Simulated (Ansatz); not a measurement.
# CH7AlO2Si: up Jacob's ladder to CCSD(T)

Aim: compute CH7AlO2Si with functionals from several rungs and with coupled cluster, and see how far each lands from CCSD(T) at the basis-set limit for the atomisation energy.

The runs use Ansatz 0.2.0, Gaussian basis; functionals in def2-TZVPP, the program's frozen cores in correlated methods.

The runs, in order: LDA (SPW92), PBE-D4, revPBE-D4, BLYP-D4, r2SCAN-D4, B97M-V, PBE0-D4, B3LYP-D4, r2SCANh-D4, r2SCAN0-D4, HSE06-D4, BHLYP-D4, CAM-B3LYP-D4, LC-ωPBE, ωB97X-V, ωB97M-V, B2PLYP, PBE-QIDH; CCSD(T)/def2-SVP; CCSD(T)/def2-TZVPP; MP2/def2-QZVPP; extrapolation to the limit; RPA on PBE.

### Step 1. Structure used throughout

An earlier PBE0-D4 in a triple-zeta def2 set relaxation fixed the geometry.

SMILES `C[O][Al]([OH])[SiH3]`, 12 atoms, charge 0, spin multiplicity 1.

Atoms are counted from 1 here; the program's logs count them from 0.

Bond lengths: C1–O2 1.396 Å, C1–H6 1.098 Å, C1–H7 1.095 Å, C1–H8 1.095 Å, O2–Al3 1.686 Å, Al3–O4 1.691 Å, Al3–Si5 2.438 Å, O4–H9 0.956 Å, Si5–H10 1.490 Å, Si5–H11 1.491 Å, Si5–H12 1.490 Å. Angles: O2–C1–H6 112.6°, O2–C1–H7 110.2°, O2–C1–H8 110.2°, H6–C1–H7 107.9°, H6–C1–H8 107.9°, H7–C1–H8 107.9°, C1–O2–Al3 136.1°, O2–Al3–O4 118.8°, O2–Al3–Si5 122.9°, O4–Al3–Si5 118.4°, Al3–O4–H9 123.5°, Al3–Si5–H10 111.3°, Al3–Si5–H11 111.3°, Al3–Si5–H12 111.3°, H10–Si5–H11 107.6°, H10–Si5–H12 107.7°, H11–Si5–H12 107.5°.

Geometry (Å):

```xyz
12
charge 0, multiplicity 1
C    -0.5847   -1.9713    0.7823
O    -0.7149   -0.6242    1.1263
Al   -0.2268    0.8494    0.4685
O    -0.6365    2.2769    1.2775
Si    1.0466    1.0166   -1.6044
H    -0.0274   -2.1169   -0.1520
H    -0.0605   -2.5146    1.5756
H    -1.5730   -2.4268    0.6599
H    -1.1340    2.2975    2.0939
H     2.3550    1.6935   -1.3823
H     1.3287   -0.3308   -2.1765
H     0.3043    1.7954   -2.6349
```

### Step 2. LDA

This LDA is Slater exchange with PW92 correlation.

The input, in.yaml:

```yaml
crystal:
  periodic: [false, false, false]
  atoms:
    - {symbol: C, position_ang: [-0.584682, -1.971260, 0.782350]}
    - {symbol: O, position_ang: [-0.714909, -0.624219, 1.126298]}
    - {symbol: Al, position_ang: [-0.226813, 0.849438, 0.468500]}
    - {symbol: O, position_ang: [-0.636505, 2.276937, 1.277497]}
    - {symbol: Si, position_ang: [1.046597, 1.016589, -1.604362]}
    - {symbol: H, position_ang: [-0.027386, -2.116865, -0.152002]}
    - {symbol: H, position_ang: [-0.060490, -2.514584, 1.575597]}
    - {symbol: H, position_ang: [-1.572953, -2.426775, 0.659914]}
    - {symbol: H, position_ang: [-1.133956, 2.297529, 2.093913]}
    - {symbol: H, position_ang: [2.355032, 1.693454, -1.382252]}
    - {symbol: H, position_ang: [1.328685, -0.330790, -2.176549]}
    - {symbol: H, position_ang: [0.304280, 1.795445, -2.634902]}
basis:
  gaussian: {orbitals: def2-TZVPP}
hamiltonian: {xc: lda}
output: {orbitals: {seedname: orbitals}}
```

After this run come: PBE-D4 (GGA); revPBE-D4 (GGA); BLYP-D4 (GGA); r2SCAN-D4 (meta-GGA); B97M-V (meta-GGA); PBE0-D4 (hybrid); B3LYP-D4 (hybrid); r2SCANh-D4 (hybrid); r2SCAN0-D4 (hybrid); HSE06-D4 (hybrid); BHLYP-D4 (hybrid); CAM-B3LYP-D4 (range-separated); LC-ωPBE (range-separated); ωB97X-V (range-separated); ωB97M-V (range-separated); B2PLYP (double hybrid); PBE-QIDH (double hybrid); CCSD(T) in def2-SVP; CCSD(T) in def2-TZVPP; MP2 in def2-QZVPP; RPA on PBE orbitals.

**Question.** What will the summary of the whole plan be? Wanted: atomisation energy, CCSD(T)/CBS; farthest beyond LDA; mean size of error, GGA; mean size of error, meta-GGA; mean size of error, hybrid; mean size of error, range-separated; mean size of error, double hybrid; gap, smallest and largest; T1 diagnostic.

As calculated:

| quantity | value |
| --- | --- |
| atomisation energy, CCSD(T)/CBS | 43.968 eV |
| functionals within 0.220 eV (0.5 %) | PBE-D4, r2SCAN-D4, B97M-V, CAM-B3LYP-D4, ωB97X-V, ωB97M-V |
| farthest beyond LDA | BHLYP-D4 (-1.443 eV) |
| mean size of error, GGA | 0.479 eV |
| mean size of error, meta-GGA | 0.101 eV |
| mean size of error, hybrid | 0.697 eV |
| mean size of error, range-separated | 0.157 eV |
| mean size of error, double hybrid | 0.710 eV |
| gap, smallest and largest | 4.82 eV (LDA (SPW92)), 11.59 eV (LC-ωPBE) |
| T1 diagnostic | 0.0133 |
| triples share of the correlation energy | 3.4 % |

What this shows: LDA overbinds by 5.526 eV (13 %). PBE-D4 misses by +0.081 eV. Double hybrids carry the basis error of their MP2 part in triple zeta, and no dispersion term here, so their miss is partly the set-up's. The rungs meta-GGA, range-separated miss on average by less than the doubt on the reference (0.220 eV), so they tie. The reference freezes the cores and leaves out relativity and excitations past (T), so misses under about 0.220 eV can't be ranked. Hartree-Fock recovers 73 % of the binding; the rest is correlation. CCSD(T) in def2-SVP is off by -2.813 eV, which most functionals beat. Orbital gaps span 4.8 to 11.6 eV; exact exchange widens them.
